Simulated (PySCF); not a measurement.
# C4H4BFSe: the cost of one run

The runs use PySCF 2.14.0, with density-fitted response routines of our own; the level of theory stands in each step. All values are computed, except where a source is named. Atoms count from 0, in the outputs and in this text.

### Step 1. Starting geometry

11 atoms, charge 0, multiplicity 1; geometry from: GFN2-xTB. The atoms were then displaced at random by about 0.01 Å, so the start is not that level's minimum.

Bonds of the start (Å): F0–B1 1.29, B1–C2 1.53, C2–C3 1.47, C3–C4 1.32, C4–Se5 1.87, Se5–C6 1.83, C6–C2 1.38, B1–H7 1.16, C3–H8 1.08, C4–H9 1.07, C6–H10 1.09.

### Step 2. Relaxing the molecule at PBE0-D3(BJ)/def2-SVP

What the job is given:

```
{"job": {"xc": "PBE0", "basis": "def2-SVP", "d3": "d3bj", "grid": 1, "shake": 0.01, "kind": "geom"}, "charge": 0, "multiplicity": 1}
F     -2.801910     0.410960     0.235560
B     -1.861480    -0.456370     0.071040
C     -0.411980     0.028140     0.020570
C      0.774140    -0.824730    -0.140850
C      1.940520    -0.213880    -0.164130
Se     1.780740     1.638130     0.048180
C     -0.022350     1.349990     0.144790
H     -2.170510    -1.568800    -0.033770
H      0.629790    -1.887720    -0.222170
H      2.904610    -0.671690    -0.260490
H     -0.723440     2.170140     0.285610
```

Started as:

```sh
> OMP_NUM_THREADS=1 python probes_run.py task.json out
```

This one command runs all jobs of the session in turn.

**Question.** How long does this first job take on 1 thread of Arm Neoverse V1, shared host, and how much memory does it need?

About 65 s, with a peak of 0.52 GiB.
